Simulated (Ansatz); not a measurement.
# U-r2SCAN0/STO-3G run of SiNH3 (SMILES [N][SiH3])

Aim: the electronic atomisation energy of SiNH3 at U-r2SCAN0/STO-3G, from 4 runs. 

Program for the calculation: Ansatz 0.2.0.

51 further runs of the same task are left out: 5 that didn't finish, 46 set aside as unsound or not needed.

## Step 1: The system as given

The species is SiNH3 (5 atoms), meant as a triplet with charge 0. As SMILES, `[N][SiH3]`. The shape is that of a GFN2-xTB optimisation.

Bond lengths: N1–Si2 1.655 Å, Si2–H3 1.476 Å, Si2–H4 1.476 Å, Si2–H5 1.476 Å. Angles: N1–Si2–H3 111.3°, N1–Si2–H4 111.1°, N1–Si2–H5 111.1°, H3–Si2–H4 107.7°, H3–Si2–H5 107.7°, H4–Si2–H5 107.7°.

## Step 2: The energy at U-r2SCAN0/STO-3G

File molecule.yaml:

```yaml
basis:
  gaussian: {orbitals: STO-3G}
crystal:
  periodic: [false, false, false]
  atoms:
    - {symbol: N, position_ang: [-1.536630, 0.334330, 0.479510]}
    - {symbol: Si, position_ang: [0.010240, -0.002340, -0.003820]}
    - {symbol: H, position_ang: [0.064950, -0.313200, -1.445390]}
    - {symbol: H, position_ang: [0.555100, -1.162980, 0.727210]}
    - {symbol: H, position_ang: [0.906340, 1.144190, 0.242490]}
magnetization: {spin_polarized: true, initial_magnetization: 2}
hamiltonian: {xc: {name: r2SCAN0}}
accuracy: high
```

Command:

```
ansatz run molecule.yaml --threads 1 --pin off --max-ram 2610MiB --events-out events.jsonl --progress --plain --runs-dir runs
```

Log:

```text
Warning: RAYON_NUM_THREADS=1 ignored (pool sized by the plan → 1); use --threads N
Functional definition: r2SCAN0
  name "r2SCAN0"
  parameter a = 0.25
  parameter k0 = 0.174
  parameter k1 = 0.065
  parameter a1 = 4.9479
  exchange = (1 - a)*r2scan_x(k0 = k0, k1 = k1, a1 = a1) + a*exact_x
  correlation = r2scan_c
291 factors; integrals over basis functions are off by at most 1.1e-8 eV
mean field evaluation 1: about -9299.6540 eV, gradient 1.2e1 eV
mean field evaluation 2: about -9300.5565 eV, gradient 7.4e0 eV
mean field evaluation 4: about -9300.9811 eV, gradient 1.7e-1 eV
mean field evaluation 8: about -9300.9512 eV, gradient 1.1e-3 eV
mean field evaluation 16: about -9300.9512 eV, gradient 6.4e-7 eV
mean field -9300.95119598 eV, -341.8036520413 hartree, gradient 1.9e-8 eV, S^2 2.008869; 0 other end points of the search recorded, 0 dependent functions left out
reference -9300.95119655 eV, -341.8036520619 hartree; 13, 11 occupied and 4, 6 virtual orbitals, 291 factors
Total energy: -9300.95119655 eV, -341.8036520619 hartree
```

Wall time 3.9 s (1 thread of Arm Neoverse V1, shared host); peak memory 0.21 GiB.

## Step 3: The H atom

File molecule.yaml:

```yaml
crystal:
  periodic: [false, false, false]
  atoms:
    - {symbol: H, position_ang: [0.000000, 0.000000, 0.000000]}
basis:
  gaussian:
    orbitals: STO-3G
magnetization:
  spin_polarized: true
  initial_magnetization: 1
hamiltonian:
  xc: {name: r2SCAN0}
accuracy: high
```

Run the same way, it converges to -0.46649 Eh (log not shown).

## Step 4: The N atom at the same level

File molecule.yaml:

```yaml
crystal:
  periodic: [false, false, false]
  atoms:
    - {symbol: N, position_ang: [0.000000, 0.000000, 0.000000]}
basis:
  gaussian:
    orbitals: STO-3G
magnetization:
  spin_polarized: true
  initial_magnetization: 3
hamiltonian:
  xc: {name: r2SCAN0}
accuracy: high
```

Run the same way, it converges to -53.88331 Eh (log not shown).

## Step 5: The Si atom

File in.yaml:

```yaml
crystal:
  periodic: [false, false, false]
  atoms:
    - symbol: Si
      position_ang: [0.000000, 0.000000, 0.000000]
basis:
  gaussian:
    orbitals: STO-3G
total_charge: 0
magnetization:
  spin_polarized: true
  initial_magnetization: 2
hamiltonian:
  xc: {name: r2SCAN0}
accuracy: high
```

Run the same way, it converges to -285.92557 Eh (log not shown).

## Step 6: Outcome

Level: U-r2SCAN0/STO-3G.

| quantity | value |
| --- | --- |
| molecule: total energy | -341.80365 Eh |
| molecule: ⟨S²⟩ | 2.009 |
| H atom: total energy | -0.46649 Eh |
| H atom: ⟨S²⟩ | 0.750 |
| N atom: total energy | -53.88331 Eh |
| N atom: ⟨S²⟩ | 3.750 |
| Si atom: total energy | -285.92557 Eh |
| Si atom: ⟨S²⟩ | 2.000 |
| electronic atomisation energy | 16.199 eV |

Taking the molecule apart into free atoms costs 16.20 eV (1563 kJ/mol), before zero-point energy and without spin-orbit coupling. In a minimal basis such a difference can be off by several eV, whatever the method.
